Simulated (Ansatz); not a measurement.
**C₄H₃F₅O₂: a ladder of functionals and wavefunction methods**

The task here is to estimate one member of a computed series from the others.

Method: functionals in def2-TZVPP, the program's frozen cores in correlated methods; program: Ansatz 0.2.0, Gaussian basis.

Plan: LDA (SPW92), PBE-D4, revPBE-D4, BLYP-D4, r2SCAN-D4, B97M-V, PBE0-D4, B3LYP-D4, r2SCANh-D4, r2SCAN0-D4, HSE06-D4, BHLYP-D4, CAM-B3LYP-D4, LC-ωPBE, ωB97X-V, ωB97M-V, B2PLYP, PBE-QIDH; CCSD(T)/def2-SVP; CCSD(T)/def2-TZVPP; MP2/def2-QZVPP; extrapolation to the limit; RPA on PBE.

### Structure used throughout

The geometry comes from an earlier relaxation with PBE0-D4 in a triple-zeta def2 set; it is a stationary point, not always the lowest conformer.

SMILES `COC(=O)C(F)(F)C(F)(F)F`, 14 atoms, charge 0, spin multiplicity 1.

Atoms are counted from 1 here; the program's logs count them from 0.

Bond lengths: C1–O2 1.431 Å, C1–H12 1.086 Å, C1–H13 1.090 Å, C1–H14 1.090 Å, O2–C3 1.320 Å, C3–O4 1.193 Å, C3–C5 1.545 Å, C5–F6 1.343 Å, C5–F7 1.335 Å, C5–C8 1.549 Å, C8–F9 1.325 Å, C8–F10 1.329 Å, C8–F11 1.327 Å. Angles: O2–C1–H12 105.6°, O2–C1–H13 110.1°, O2–C1–H14 110.1°, H12–C1–H13 110.8°, H12–C1–H14 110.8°, H13–C1–H14 109.3°, C1–O2–C3 115.2°, O2–C3–O4 127.0°, O2–C3–C5 110.4°, O4–C3–C5 122.6°, C3–C5–F6 110.6°, C3–C5–F7 108.8°, C3–C5–C8 112.7°, F6–C5–F7 108.9°, F6–C5–C8 108.0°, F7–C5–C8 107.7°, C5–C8–F9 110.0°, C5–C8–F10 109.7° and more.

Set-up of the first run:

in.yaml

```yaml
crystal:
  periodic: [false, false, false]
  atoms:
    - {symbol: C, position_ang: [0.402216, -2.373342, 0.319076]}
    - {symbol: O, position_ang: [-0.278705, -1.126671, 0.149939]}
    - {symbol: C, position_ang: [0.346807, -0.241612, -0.602724]}
    - {symbol: O, position_ang: [1.398884, -0.378581, -1.148094]}
    - {symbol: C, position_ang: [-0.472216, 1.065642, -0.689405]}
    - {symbol: F, position_ang: [-1.773765, 0.796637, -0.885758]}
    - {symbol: F, position_ang: [-0.021089, 1.788407, -1.717012]}
    - {symbol: C, position_ang: [-0.350377, 1.933947, 0.587110]}
    - {symbol: F, position_ang: [-0.968116, 3.092489, 0.408400]}
    - {symbol: F, position_ang: [0.931869, 2.165560, 0.851182]}
    - {symbol: F, position_ang: [-0.894349, 1.316967, 1.628599]}
    - {symbol: H, position_ang: [-0.235691, -2.969550, 0.965655]}
    - {symbol: H, position_ang: [1.376675, -2.209375, 0.779726]}
    - {symbol: H, position_ang: [0.537839, -2.860521, -0.646692]}
basis:
  gaussian: {orbitals: def2-TZVPP}
hamiltonian: {xc: lda}
output: {orbitals: {seedname: orbitals}}
```

Run with:

```sh
$ ansatz run in.yaml --threads 4 --pin off --events-out ev --progress --plain --max-ram 63488MiB --backend cuda --devices 0, --max-vram 37GiB
```

Steps of the session up to this table: LDA; PBE-D4 (GGA); revPBE-D4 (GGA); BLYP-D4 (GGA); r2SCAN-D4 (meta-GGA); B97M-V (meta-GGA); PBE0-D4 (hybrid); B3LYP-D4 (hybrid); r2SCANh-D4 (hybrid); r2SCAN0-D4 (hybrid); HSE06-D4 (hybrid); BHLYP-D4 (hybrid); CAM-B3LYP-D4 (range-separated); LC-ωPBE (range-separated); ωB97X-V (range-separated); ωB97M-V (range-separated); B2PLYP (double hybrid); PBE-QIDH (double hybrid).

One table of the session follows, with a row left open; its other results are not shown here.

It belongs to the step «Orbital energies across the functionals». 

| functional | HOMO (eV) | gap (eV) |
| --- | --- | --- |
| LDA (SPW92) | -7.48 | 5.06 |
| PBE-D4 | -7.21 | 5.14 |
| revPBE-D4 | -7.11 | 5.16 |
| BLYP-D4 | ? | ? |
| r2SCAN-D4 | -7.60 | 5.68 |
| B97M-V | -7.74 | 5.96 |
| PBE0-D4 | -8.98 | 7.96 |
| B3LYP-D4 | -8.74 | 7.43 |
| r2SCANh-D4 | -8.26 | 6.74 |
| r2SCAN0-D4 | -9.26 | 8.33 |
| HSE06-D4 | -8.57 | 7.16 |
| BHLYP-D4 | -10.73 | 10.89 |
| CAM-B3LYP-D4 | -10.53 | 10.68 |
| LC-ωPBE | -11.80 | 13.25 |
| ωB97X-V | -11.47 | 12.86 |
| ωB97M-V | -11.42 | 12.72 |

**Question.** Estimate the row for BLYP-D4.

Worked estimate for «HOMO (eV)». Against the share of exact exchange, B3LYP-D4 (0.2, -8.74), BHLYP-D4 (0.5, -10.73) give a slope of -6.63 per unit share; at 0 the line stands at -7.41.

The run gave: HOMO (eV): -7.15; gap (eV): 5.17. In «HOMO (eV)» the line misses by -0.26.
